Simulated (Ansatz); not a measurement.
# Cd: an axial (c/a) deformation path

An exercise on one series of results from a longer session: the logs are not shown, and one member is left open.

Method: DFT PBE, scalar-relativistic, plane waves, PAW, in Ansatz 0.2.0.

## Starting point

It takes space group P6_3/mmc (No. 194, hexagonal). The conventional cell has a = 2.979 Å, b = 2.979 Å, c = 5.618 Å, α = 90.00°, β = 90.00°, γ = 120.00°. Around Cd (site symmetry -6m2) lie 12 Cd at 2.98 to 3.29 Å.

Coordinates:

```
CELL_PARAMETERS angstrom
2.97887 0.00000 0.00000
-1.48944 2.57978 0.00000
0.00000 0.00000 5.61765
ATOMIC_POSITIONS crystal
Cd 0.33333 0.66667 0.25000
Cd 0.66667 0.33333 0.75000
```

No relaxation comes first: the listed cell is the starting point.

## The reference cell

The reference gives a free energy of -16508.8895 eV, pressure 2.87 GPa, largest force 0.000 eV/Å and gap on the mesh none (metal). It was computed beforehand with the settings of the runs below.

Set-up of the first run:

At fixed volume and fractional coordinates, lengths along (0.000, 0.000, 1.000) are scaled against those across it; ρ is that ratio over its starting value.

Contents of input.yaml:

```yaml
crystal:
  lattice:
    - [3.1446979759, 0.0, 0.0]
    - [-1.5723489879, 2.7233883343, 0.0]
    - [0.0, 0.0, 5.0408134809]
  atoms:
    - { symbol: Cd, position: [0.3333333333, 0.6666666667, 0.25] }
    - { symbol: Cd, position: [0.6666666667, 0.3333333333, 0.75] }
basis:
  ecutwfc: 420
kpoints:
  mp_grid: { grid: [24, 24, 10] }
hamiltonian:
  xc: pbe
scf:
  occupations: { method: gaussian, width: 0.15 }
output:
  forces: true
  stress: true
  eigenvalues: true
```

Started as:

```bash
ansatz run input.yaml --threads 1 --pin off --max-ram 2560MiB --backend cpu --events-out ev --progress --plain --runs-dir out
```

Steps of the session up to this table: At ρ = 0.850; At ρ = 1.200; At ρ = 0.920; ρ = 1.100; At ρ = 0.960; ρ = 1.050; At ρ = 0.800; Point ρ = 1.300.

One of the session's tables, all rows but one given; the rest of the session is left out.

Collected from the runs (energy zero: the undisturbed cell):

| ρ | ΔE (meV/atom) | pressure (GPa) |
| --- | --- | --- |
| 0.800 | 16.2 | 2.6 |
| 0.850 | 12.0 | 2.3 |
| 0.920 | 3.5 | 2.3 |
| 0.960 | 1.2 | 2.5 |
| 1.000 | 0.0 | 2.9 |
| 1.050 | 8.3 | 3.9 |
| 1.100 | 28.7 | 5.2 |
| 1.200 | ? | ? |
| 1.300 | 226.4 | 13.9 |

Estimate the missing values for ρ = 1.200.

Worked estimate for «ΔE (meV/atom)». A straight line through the neighbours (1.100, 28.7) and (1.300, 226.4) gives 28.7 + (226.4 − 28.7) × (1.200 − 1.100) / (1.300 − 1.100) = 127.5; a parabola fitted to 3 rows on both sides gives 104.3.

The run gave: ΔE (meV/atom): 99.9; pressure (GPa): 8.9. In «ΔE (meV/atom)» the line misses by +27.6 and the parabola by +4.4.
